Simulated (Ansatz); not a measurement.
# Hf7N: the cost of one run

Program: Ansatz 0.2.0. Level of theory: DFT PBE, scalar-relativistic, plane waves, PAW, unless a step names another level. These are calculated values, not measurements.

2 further runs of the same task are left out: 2 that didn't finish. Runs told in other sessions of the task aren't counted.

**1. The system as given**

It takes space group P6_3/mmc (No. 194, hexagonal). The conventional cell has a = 3.209 Å, b = 3.209 Å, c = 35.810 Å, α = 90.00°, β = 90.00°, γ = 120.00°. Hf (site symmetry 3m) is surrounded by 12 Hf at 3.13 to 3.21 Å. Hf (site symmetry -6m2) has 12 Hf at 3.13 to 3.21 Å in its first shell of neighbours. Hf (site symmetry 3m) is surrounded by 3 N at 2.26 Å. Hf (site symmetry 3m) is surrounded by 12 Hf at 3.14 to 3.21 Å. Around N (site symmetry -3m) lie 6 Hf at 2.26 Å.

Coordinates:

```
Hf N
1.0
     3.20901    0.00000    0.00000
    -1.60450    2.77908    0.00000
     0.00000    0.00000   35.81018
Hf N
14 2
Direct
  0.33333 0.66667 0.17940
  0.66667 0.33333 0.25000
  0.33333 0.66667 0.32060
  0.66667 0.33333 0.96364
  0.33333 0.66667 0.03636
  0.33333 0.66667 0.89150
  0.66667 0.33333 0.10850
  0.33333 0.66667 0.46364
  0.66667 0.33333 0.53636
  0.66667 0.33333 0.39150
  0.33333 0.66667 0.60850
  0.66667 0.33333 0.67940
  0.33333 0.66667 0.75000
  0.66667 0.33333 0.82060
  0.00000 0.00000 0.00000
  0.00000 0.00000 0.50000
```

It came out lowest among 23 distinct ends of the trial cells. At a tolerance of 0.05 Å it has space group P6_3/mmc (No. 194).

**2. Bands, states and charges**

File input.yaml:

```yaml
crystal:
  lattice:
    - [3.2090078834, 0.0, 0.0]
    - [-1.6045039417, 2.7790823479, 0.0]
    - [0.0, 0.0, 35.8101762156]
  atoms:
    - { symbol: Hf, position: [0.3333333333, 0.6666666667, 0.1793962753] }
    - { symbol: Hf, position: [0.6666666667, 0.3333333333, 0.25] }
    - { symbol: Hf, position: [0.3333333333, 0.6666666667, 0.3206037247] }
    - { symbol: Hf, position: [0.6666666667, 0.3333333333, 0.9636415202] }
    - { symbol: Hf, position: [0.3333333333, 0.6666666667, 0.0363584798] }
    - { symbol: Hf, position: [0.3333333333, 0.6666666667, 0.891502812] }
    - { symbol: Hf, position: [0.6666666667, 0.3333333333, 0.108497188] }
    - { symbol: Hf, position: [0.3333333333, 0.6666666667, 0.4636415202] }
    - { symbol: Hf, position: [0.6666666667, 0.3333333333, 0.5363584798] }
    - { symbol: Hf, position: [0.6666666667, 0.3333333333, 0.391502812] }
    - { symbol: Hf, position: [0.3333333333, 0.6666666667, 0.608497188] }
    - { symbol: Hf, position: [0.6666666667, 0.3333333333, 0.6793962753] }
    - { symbol: Hf, position: [0.3333333333, 0.6666666667, 0.75] }
    - { symbol: Hf, position: [0.6666666667, 0.3333333333, 0.8206037247] }
    - { symbol: "N", position: [0.0, 0.0, 0.0] }
    - { symbol: "N", position: [0.0, 0.0, 0.5] }
basis:
  ecutwfc: 420
kpoints:
  mp_grid: { grid: [12, 12, 1] }
  band_path:
    path:
      - [[0.0, 0.0, 0.0], [0.5, 0.0, 0.0], [0.33333333, 0.33333333, 0.0], [0.0, 0.0, 0.0], [0.0, 0.0, 0.5], [0.5, 0.0, 0.5], [0.33333333, 0.33333333, 0.5], [0.0, 0.0, 0.5]]
      - [[0.5, 0.0, 0.5], [0.5, 0.0, 0.0]]
      - [[0.33333333, 0.33333333, 0.5], [0.33333333, 0.33333333, 0.0]]
    npoints: 10
hamiltonian:
  xc: pbe
scf:
  occupations: { method: gaussian, width: 0.1 }
  n_extra_bands: 40
output:
  forces: true
  stress: true
  eigenvalues: true
  populations: true
  dos: { projected: true, de: 0.02, nscf_kmesh: { grid: [15, 15, 2] } }
  bader: false
  write_density: true
  write_potential: true
  elf: true
  volumetric_format: npy
```

Started as:

```sh
$ ansatz run input.yaml --threads 1 --pin off --max-ram 2560MiB --backend cpu --events-out ev --progress --plain --runs-dir out
```

Q: Estimate wall time and peak memory on 1 thread of AMD EPYC 7R43 (Zen 3), shared host.

About 11 min, with a peak of 2.4 GiB.
